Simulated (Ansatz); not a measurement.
# H₇OPSi₂: one species, many methods

How much do the methods differ for H₇OPSi₂? The plan is to run it at one geometry with functionals of several rungs and with coupled cluster. The yardstick is the atomisation energy at the CCSD(T) limit.

Computed with Ansatz 0.2.0, Gaussian basis. Level: functionals in def2-TZVPP, the program's frozen cores in correlated methods.

Levels to be run: PBE-D4, r2SCAN-D4, PBE0-D4, B3LYP-D4, ωB97X-V, ωB97M-V, B2PLYP; CCSD(T)/def2-TZVPP; MP2/def2-QZVPP; extrapolation to the limit.

### Step 1. The relaxed structure

All runs share one geometry, relaxed beforehand with PBE0-D4 in a triple-zeta def2 set.

SMILES `O[SiH]([SiH3])P`, 11 atoms, charge 0, spin multiplicity 1.

Atoms are counted from 1 here; the program's logs count them from 0.

Bond lengths: O1–Si2 1.654 Å, O1–H5 0.959 Å, Si2–Si3 2.336 Å, Si2–P4 2.260 Å, Si2–H6 1.494 Å, Si3–H7 1.488 Å, Si3–H8 1.488 Å, Si3–H9 1.489 Å, P4–H10 1.420 Å, P4–H11 1.421 Å. Angles: Si2–O1–H5 117.4°, O1–Si2–Si3 106.6°, O1–Si2–P4 110.2°, O1–Si2–H6 111.4°, Si3–Si2–P4 113.3°, Si3–Si2–H6 110.9°, P4–Si2–H6 104.5°, Si2–Si3–H7 112.4°, Si2–Si3–H8 109.7°, Si2–Si3–H9 108.2°, H7–Si3–H8 109.1°, H7–Si3–H9 108.8°, H8–Si3–H9 108.6°, Si2–P4–H10 95.5°, Si2–P4–H11 92.7°, H10–P4–H11 94.1°.

Coordinates:

```mol
H7OPSi2
  3D, bonds by distance, orders not assigned

 11 10  0  0  0  0  0  0  0  0999 V2000
   -0.8146    1.7437   -0.8668 O   0  0
   -0.4769    0.5893    0.2686 Si  0  0
    1.7239   -0.0950   -0.1100 Si  0  0
   -1.9747   -1.0982    0.1360 P   0  0
   -1.7014    2.1088   -0.8747 H   0  0
   -0.6379    1.1248    1.6543 H   0  0
    2.6915    1.0315   -0.0172 H   0  0
    1.8295   -0.7184   -1.4565 H   0  0
    2.0766   -1.1154    0.9150 H   0  0
   -1.2660   -1.8316   -0.8522 H   0  0
   -1.3846   -1.7965    1.2241 H   0  0
  1  2  8  0
  2  3  8  0
  2  4  8  0
  1  5  8  0
  2  6  8  0
  3  7  8  0
  3  8  8  0
  3  9  8  0
  4 10  8  0
  4 11  8  0
M  END
```

### Step 2. PBE-D4 (GGA)

Contents of in.yaml:

```yaml
crystal:
  periodic: [false, false, false]
  atoms:
    - {symbol: O, position_ang: [-0.814579, 1.743671, -0.866826]}
    - {symbol: Si, position_ang: [-0.476884, 0.589308, 0.268572]}
    - {symbol: Si, position_ang: [1.723906, -0.094965, -0.109962]}
    - {symbol: P, position_ang: [-1.974747, -1.098190, 0.136039]}
    - {symbol: H, position_ang: [-1.701449, 2.108838, -0.874657]}
    - {symbol: H, position_ang: [-0.637891, 1.124767, 1.654260]}
    - {symbol: H, position_ang: [2.691490, 1.031457, -0.017170]}
    - {symbol: H, position_ang: [1.829531, -0.718379, -1.456521]}
    - {symbol: H, position_ang: [2.076620, -1.115390, 0.914992]}
    - {symbol: H, position_ang: [-1.266016, -1.831551, -0.852188]}
    - {symbol: H, position_ang: [-1.384582, -1.796467, 1.224064]}
basis:
  gaussian: {orbitals: def2-TZVPP}
hamiltonian: {xc: pbe, dispersion: d4}
output: {forces: true, orbitals: {seedname: orbitals}}
```

Run with:

```console
> ansatz run in.yaml --threads 4 --pin off --events-out ev --progress --plain --max-ram 10444MiB
```

Further steps of the session: r2SCAN-D4 (meta-GGA); PBE0-D4 (hybrid); B3LYP-D4 (hybrid); ωB97X-V (range-separated); ωB97M-V (range-separated); B2PLYP (double hybrid); CCSD(T) in def2-TZVPP; MP2 in def2-QZVPP.

Before running them: what should the planned runs give, taken together? Wanted: atomisation energy, CCSD(T)/CBS; farthest; mean size of error, hybrid; mean size of error, range-separated; gap, smallest and largest; T1 diagnostic; triples share of the correlation energy.

As calculated:

| quantity | value |
| --- | --- |
| atomisation energy, CCSD(T)/CBS | 808.1 kcal/mol |
| functionals within 4.0 kcal/mol (0.5 %) | PBE-D4, r2SCAN-D4, B3LYP-D4, ωB97M-V |
| farthest | B2PLYP (-14.8 kcal/mol) |
| mean size of error, hybrid | 6.4 kcal/mol |
| mean size of error, range-separated | 4.6 kcal/mol |
| gap, smallest and largest | 4.93 eV (PBE-D4), 11.03 eV (ωB97X-V) |
| T1 diagnostic | 0.0135 |
| triples share of the correlation energy | 3.6 % |

**Reading.** PBE-D4 is off by -3.7 kcal/mol. Double hybrids carry the basis error of their MP2 part in triple zeta, and no dispersion term here, so their miss is partly the set-up's. The reference freezes the cores and leaves out relativity and excitations past (T), so misses under about 4.0 kcal/mol can't be ranked. Hartree-Fock recovers 72 % of the binding; the rest is correlation. The gap grows from 4.9 to 11.0 eV across the functionals, mostly with the share of exact exchange.
